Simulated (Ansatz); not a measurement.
# MoS: the cost of one run

Computed with Ansatz 0.2.0 (DFT r²SCAN, scalar-relativistic, plane waves, PAW, unless a step's input says otherwise).

2 further runs of the same task are left out: 2 that didn't finish. Runs told in other sessions of the task aren't counted.

## 1. The structure to begin with

It takes space group F-43m (No. 216, cubic). Conventional cell: a = 5.355 Å, b = 5.355 Å, c = 5.355 Å, α = 90.00°, β = 90.00°, γ = 90.00°. Around Mo (site symmetry -43m) lie 4 S at 2.32 Å. S (site symmetry -43m) is surrounded by 4 Mo at 2.32 Å.

As a file:

```cif
data_structure
_symmetry_space_group_name_H-M 'F-43m'
_symmetry_Int_Tables_number 216
_cell_length_a 5.3553
_cell_length_b 5.3553
_cell_length_c 5.3553
_cell_angle_alpha 90.000
_cell_angle_beta 90.000
_cell_angle_gamma 90.000
_cell_volume 153.59
loop_
_atom_site_label
_atom_site_type_symbol
_atom_site_symmetry_multiplicity
_atom_site_Wyckoff_symbol
_atom_site_fract_x
_atom_site_fract_y
_atom_site_fract_z
_atom_site_occupancy
Mo1 Mo 4 a 0.00000 0.00000 0.00000 1
S1 S 4 d 0.25000 0.25000 0.75000 1
```

This cell comes from an earlier session at r²SCAN: 19.198 Å³/atom at 0.12 GPa, on a 12×12×12 mesh.

Volume factors to run: 0.980, 1.020, 0.960, 1.040, 1.070.

## 2. At 0.980 of the relaxed volume

input.yaml

```yaml
crystal:
  lattice:
    - [0.0, 2.659682241, 2.659682241]
    - [2.659682241, 0.0, 2.659682241]
    - [2.659682241, 2.659682241, 0.0]
  atoms:
    - { symbol: Mo, position: [0.0, 0.0, 0.0], spin: 0.9 }
    - { symbol: S, position: [0.25, 0.25, 0.25] }
basis:
  ecutwfc: 500
  ecutrho_ratio: 4
kpoints:
  mp_grid: { grid: [12, 12, 12] }
hamiltonian:
  xc: r2scan
scf:
  occupations: { method: gaussian, width: 0.05 }
output:
  forces: true
  stress: true
  eigenvalues: true
  populations: true
magnetization:
  spin_polarized: true
```

On the command line:

```sh
ansatz run input.yaml --threads 2 --pin off --max-ram 2662MiB --backend cpu --events-out ev --progress --plain --runs-dir out
```

**Question.** How long does this run take on 2 threads of Arm Neoverse V2, shared host, and how much memory does it need?

About 14 s, with a peak of 0.52 GiB.
